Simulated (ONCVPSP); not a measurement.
# Sc: generating and testing an ONCV potential

Aim: build the potential from the settings below, then test how well it stands in for the atom: other configurations, scattering, ghost states and the plane-wave cutoff that it needs.

Program: ONCVPSP 4.0.1. Reference atom: PBE, scalar-relativistic, spherical and spin-unpolarised. All values are calculated.

### 1 Starting point

The settings as typed:

| Quantity | Value |
| --- | --- |
| element | scandium (Sc, Z = 21) |
| type | optimised norm-conserving Vanderbilt (ONCV) |
| frozen core | [Ne] |
| valence charge | 11 |
| reference configuration | 3s2 3p6 3d1 (charge +2) |
| partial waves | 3s: rc 1.35 bohr, ncon 5, nbas 8, qcut 9.8 1/bohr, 2 projectors, debl 2.9 Ha; 3p: rc 1.15 bohr, ncon 4, nbas 8, qcut 5.7 1/bohr, 2 projectors, debl 1 Ha; 3d: rc 2.15 bohr, ncon 5, nbas 10, qcut 7.6 1/bohr, 3 projectors, debl 1.5 Ha |
| local potential | polynomial inside 0.80 bohr (lpopt 5, dvloc0 0 Ha) |
| core correction | Teter function, fcfact 2.75, rcfact 1.45 |

The nodes and maxima of the atom's own shells, from an earlier all-electron run, set the scale for the radii.

All-electron outer shells of the reference configuration (PBE, scalar-relativistic, ld1.x):

```json
{"shell": "3s", "level (eV)": "-70.40", "outermost node (bohr)": "0.42", "outermost maximum (bohr)": "0.92"}
{"shell": "3p", "level (eV)": "-48.95", "outermost node (bohr)": "0.39", "outermost maximum (bohr)": "0.97"}
{"shell": "3d", "level (eV)": "-17.91", "outermost node (bohr)": "–", "outermost maximum (bohr)": "1.08"}
{"shell": "4s", "level (eV)": "-15.89", "outermost node (bohr)": "1.31", "outermost maximum (bohr)": "2.73"}
{"shell": "4p", "level (eV)": "-11.75", "outermost node (bohr)": "1.45", "outermost maximum (bohr)": "3.22"}
```

### 2 Generating the potential

The input, Sc.dat:

```
# ATOM AND REFERENCE CONFIGURATION
# atsym  z   nc   nv     iexc    psfile
  Sc 21.00    3    3        4      upf
#
#   n    l    f
    1    0    2.00
    2    0    2.00
    2    1    6.00
    3    0    2.00
    3    1    6.00
    3    2    1.00
#
# PSEUDOPOTENTIAL AND OPTIMIZATION
# lmax
    2
#
#   l,   rc,      ep,       ncon, nbas, qcut
    0    1.35    0.00    5    8    9.80
    1    1.15    0.00    4    8    5.70
    2    2.15    0.00    5   10    7.60
#
# LOCAL POTENTIAL
# lloc, lpopt,  rc(5),   dvloc0
    4    5    0.80    0.00
#
# VANDERBILT-KLEINMAN-BYLANDER PROJECTORs
# l, nproj, debl
    0    2    2.90
    1    2    1.00
    2    3    1.50
#
# MODEL CORE CHARGE
# icmod, fcfact, rcfact
    3    2.75    1.45
#
# LOG DERIVATIVE ANALYSIS
# epsh1, epsh2, depsh
   -4.00    5.00    0.02
#
# OUTPUT GRID
# rlmax, drl
    6.00    0.01
#
# TEST CONFIGURATIONS
# ncnf
    4
# nvcnf
#   n    l    f
    4
    3    0    2.00
    3    1    6.00
    3    2    1.00
    4    0    2.00
#
    4
    3    0    2.00
    3    1    6.00
    3    2    1.00
    4    0    1.00
#
    3
    3    0    2.00
    3    1    6.00
    3    2    0.00
#
    3
    3    0    2.00
    3    1    6.00
    3    2    2.00
#
```

On the command line:

```
$ oncvpsp.x < Sc.dat > Sc.out
```

Before running it: what results should come out? Wanted: cutoffs for 1 and 0.1 mHa per electron, occupied waves; bound ghosts; GHOST(+) flags; largest test error; largest phase difference near zero energy, channels read; rms error of d²Exc/dn², without and with the model core; projector energies reset by the program.

**Answer**, as computed:

```
                                                quantity                      value
  cutoffs for 1 and 0.1 mHa per electron, occupied waves            35 Ha and 91 Ha
                                            bound ghosts                 none found
                                          GHOST(+) flags                s at 316 eV
                            largest test error (AE − PS)  +124 meV, for 3s2 3p6 3d0
largest phase difference near zero energy, channels read                  0.000 rad
 rms error of d²Exc/dn², without and with the model core          1.69 and 0.90 mHa
                 projector energies reset by the program        p: -1.799, 0.250 Ha
```

What this shows: By total energies transferability is poor: the largest error is 124 meV on 24.9 eV, for 3s2 3p6 3d0. It counts as of middling hardness, with 35 Ha needed at the looser tolerance. The tighter tolerance needs 91 Ha, and converged work needs a cutoff nearer that. At the looser tolerance the 3s wave is the slowest; 3d needs 22 Ha. No bound ghost shows below the valence levels. Near zero energy the phases of the channels with partial waves agree within 0.001 rad. The program also flags highly localised states, GHOST(+) (s). All of this concerns the isolated atom, not yet a solid.
